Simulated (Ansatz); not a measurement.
# TiOF: the cost of one run

Computed with Ansatz 0.2.0 through its Python package. Level of theory: DFT PBEsol, plane waves, PAW.

### 1 The structure

Symmetry: Pmmn, No. 59, orthorhombic system. Conventional cell: a = 3.055 Å, b = 4.035 Å, c = 6.506 Å, α = 90.00°, β = 90.00°, γ = 90.00°. Around Ti (site symmetry mm2) lie 2 F at 2.01 Å and 4 O at 2.02 to 2.07 Å. Around O (site symmetry mm2) lie 4 Ti at 2.02 to 2.07 Å. Around F (site symmetry mm2) lie 2 Ti at 2.01 Å.

The script holds or builds the structure itself.

### 2 The code

Contents of smear.py:

```python
import ansatz as az
from tabulate import tabulate


def main() -> None:
    tiof = (
        az.Lattice.of((3.054832, 0.0, 0.0), (0.0, 4.035323, 0.0), (0.0, 0.0, 6.506024))
        .atom("Ti", (0.5, 0.0, 0.612018))
        .atom("Ti", (0.0, 0.5, 0.387982))
        .atom("O", (0.0, 0.0, 0.398106))
        .atom("O", (0.5, 0.5, 0.601894))
        .atom("F", (0.0, 0.0, 0.813312))
        .atom("F", (0.5, 0.5, 0.186688))
    )

    calc = tiof.calculation()
    calc = calc.functional("pbesol").basis(38 * az.Ry)
    calc = calc.kpoints(mesh=(8, 6, 4)).stress()

    rows = []
    for value in [0.5, 0.3, 0.2, 0.1]:
        data = calc.occupations("cold", width=value).run(threads=1).report
        rows.append((value, data["free_energy_ev"] / len(data["lattice"]["sites"]), data["n_iterations"], sum(data["stress_gpa"][i][i] for i in range(3)) / 3, data["n_kpoints"]))

    print(tabulate(rows, headers=["width (eV)", "F/atom (eV)", "iterations", "P (GPa)", "k-points"], floatfmt=".4f", tablefmt="simple"))

    for row in rows[:-1]:
        shift = 1000 * (row[1] - rows[-1][1])
        print(f"{row[0]}: {shift:+.2f} meV/atom" + ("  (within 2 meV)" if abs(shift) < 2 else ""))


if __name__ == "__main__":
    main()
```

### 3 The input behind the calls

The engine receives this input (first run):

```yaml
crystal:
  lattice:
    - [3.054832, 0.0, 0.0]
    - [0.0, 4.035323, 0.0]
    - [0.0, 0.0, 6.506024]
  atoms:
    - { symbol: Ti, position: [0.5, 0.0, 0.612018] }
    - { symbol: Ti, position: [0.0, 0.5, 0.387982] }
    - { symbol: O, position: [0.0, 0.0, 0.398106] }
    - { symbol: O, position: [0.5, 0.5, 0.601894] }
    - { symbol: F, position: [0.0, 0.0, 0.813312] }
    - { symbol: F, position: [0.5, 0.5, 0.186688] }
basis:
  ecutwfc: 517.016338673772
kpoints:
  mp_grid:
    grid: [8, 6, 4]
hamiltonian:
  xc: pbesol
scf:
  occupations:
    method: cold
    width: 0.5
output:
  stress: true
```

### 4 The run

Started as:

```sh
> python smear.py
```

Q: Estimate wall time and peak memory on 1 thread of Arm Neoverse V1, shared host.

About 52 s, with a peak of 0.5 GiB.
